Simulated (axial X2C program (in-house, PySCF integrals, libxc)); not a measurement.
**GaCl: properties at the nuclei**

Wanted for GaCl: properties at the nuclei, at the two-component level.

Program: an in-house X2C program for linear molecules on PySCF integrals. Level of theory: two-component X2C with atomic mean-field terms, Ga dyall-cv3z, Cl dyall-av3z. These are calculated values, not measurements.

## Step 1: Input

task.json

```json
{
 "zs": [
  31,
  17
 ],
 "q": 0,
 "bas": [
  "dyall-cv3z",
  "dyall-av3z"
 ],
 "r0": 2.23,
 "levels": [
  "PBE0",
  "HF",
  "LDA",
  "BHandHLYP",
  "r2SCAN"
 ],
 "nst": 3
}
```

Keys: zs atomic numbers; q charge; bas basis sets; r0 starting distance in Å; levels methods (HF also brings MP2); nst determinants followed.

The run is started by

```sh
$ python soeom.py task.json out
```

After this run come: Expectation values, lowest determinant.

Q: Predict the outcome of this session. Wanted: lowest state; qzz Ga; qzz Cl; μ.

The runs gave:

| quantity | value |
| --- | --- |
| lowest state | Ω = 0 (closed shell) |
| qzz Ga (a.u.), PBE0 | -2.36 |
| qzz Cl (a.u.), PBE0 | 0.77 |
| μ (D), PBE0 | -2.61 |

**Reading.** The expectation values come from single determinants. qzz is the electric field gradient, eQq0 = 234.96 MHz × Q/barn × qzz; μ is positive if Cl is the positive end. The operators were transformed with the bare-nucleus X2C matrices.
